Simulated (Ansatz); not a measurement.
This script drives the Ansatz DFT code, driven from Python.

`opt_ch5albns.py`:
```python
import itertools
import warnings

import ansatz as az
from ase.data import atomic_numbers, covalent_radii
import numpy as np

warnings.simplefilter("ignore", az.DeckWarning)

geometry_ang = [
    ("C", (-0.7448, -1.367, 0.5067)),
    ("N", (-0.0161, -0.4021, 1.3122)),
    ("Al", (0.524, 1.1091, 0.2494)),
    ("B", (1.6591, 1.619, -1.5886)),
    ("S", (0.133, 2.7207, -1.0296)),
    ("H", (-1.6976, -0.8057, 0.081)),
    ("H", (-0.145, -1.7209, -0.3309)),
    ("H", (-1.0832, -2.1612, 1.1142)),
    ("H", (-0.6362, -0.0098, 2.1039)),
    ("H", (2.0899, 0.9666, -2.4152)),
]
ch5albns = az.Crystal.molecule()
for symbol, xyz in geometry_ang:
    ch5albns = ch5albns.atom(symbol, xyz)

calculation = (
    ch5albns.calculation()
    .basis(gaussian="def2-SVP")
    .functional("B3LYP", dispersion="d3bj")
)
symbols = [site.symbol for site in ch5albns.cartesian_sites]
start = np.array([site.position_ang for site in ch5albns.cartesian_sites], dtype=float)
data = calculation.relax(force_tolerance=0.01).run(threads=1, backend="cpu").report
end = np.array(data["positions_ang"])

print("reference energy %16.6f eV" % data["reference_energy_ev"])
print("total energy     %16.6f eV" % data["free_energy_ev"])
print("occupied orbitals outside the frozen core (up, down):", data["n_occupied"], " frozen:", data["n_frozen"], " virtual:", data["n_virtual"])

radius = [covalent_radii[atomic_numbers[s]] for s in symbols]
span = lambda where, i, j: np.linalg.norm(where[i] - where[j])
bonded = [(i, j) for i, j in itertools.combinations(range(len(symbols)), 2) if min(span(start, i, j), span(end, i, j)) < 1.2 * (radius[i] + radius[j])]
print("pair        before    after (A)")
for i, j in bonded:
    print(f"{symbols[i]}{i}-{symbols[j]}{j}".ljust(10), f"{span(start, i, j):8.4f} {span(end, i, j):8.4f}")

charges = data["charge_distribution"]
dipole = np.array(charges["dipole_moment_e_ang"]) * 4.803205
print("dipole (D): {:.3f} {:.3f} {:.3f}, length {:.3f}".format(*dipole, np.linalg.norm(dipole)))
print("atom  Mulliken   Lowdin")
for symbol, m, l in zip(symbols, charges["mulliken_charges_e"], charges["lowdin_charges_e"]):
    print(f"{symbol:4s} {m:9.3f} {l:8.3f}")
```

It is started by `python opt_ch5albns.py`. How long does it take on 1 thread of Arm Neoverse V1, with other jobs on the host, and how much memory does it need?

It took about 91 s, with a peak of 0.3 GiB, for 1 run of the engine.

```console
$ python opt_ch5albns.py
reference energy    -20711.254363 eV
total energy        -20711.633647 eV
occupied orbitals outside the frozen core (up, down): [26, 26]  frozen: 0  virtual: [77, 77]
pair        before    after (A)
C0-N1        1.4529   1.4558
C0-H5        1.1849   1.1056
C0-H6        1.0893   1.1018
C0-H7        1.0556   1.1056
N1-Al2       1.9248   1.7687
N1-H8        1.0794   1.0177
Al2-B3       2.2196   1.9998
Al2-S4       2.0943   2.2499
B3-S4        1.9635   1.8073
B3-H9        1.1378   1.1996
dipole (D): -1.705 -2.285 1.551, length 3.246
atom  Mulliken   Lowdin
C        0.124    0.063
N       -0.449    0.037
Al       0.368    0.030
B       -0.005   -0.418
S       -0.215    0.331
H        0.017   -0.016
H        0.015    0.000
H        0.017   -0.016
H        0.136    0.016
H       -0.008   -0.028
```

Caveats:
- Total energies depend on the basis set; only differences at equal settings carry meaning.
- The end point is the stationary point reached from this start; no frequency run checks that it is a minimum, and the basis set is modest.
- The Löwdin charges here are taken after orthogonalising the functions within each atom; they differ from plain Löwdin charges, and their signs can be unphysical.
- Total less reference energy is the dispersion correction.
- b3lyp holds the VWN-RPA fit, as in Gaussian; the form of ORCA and Turbomole is b3lyp5.
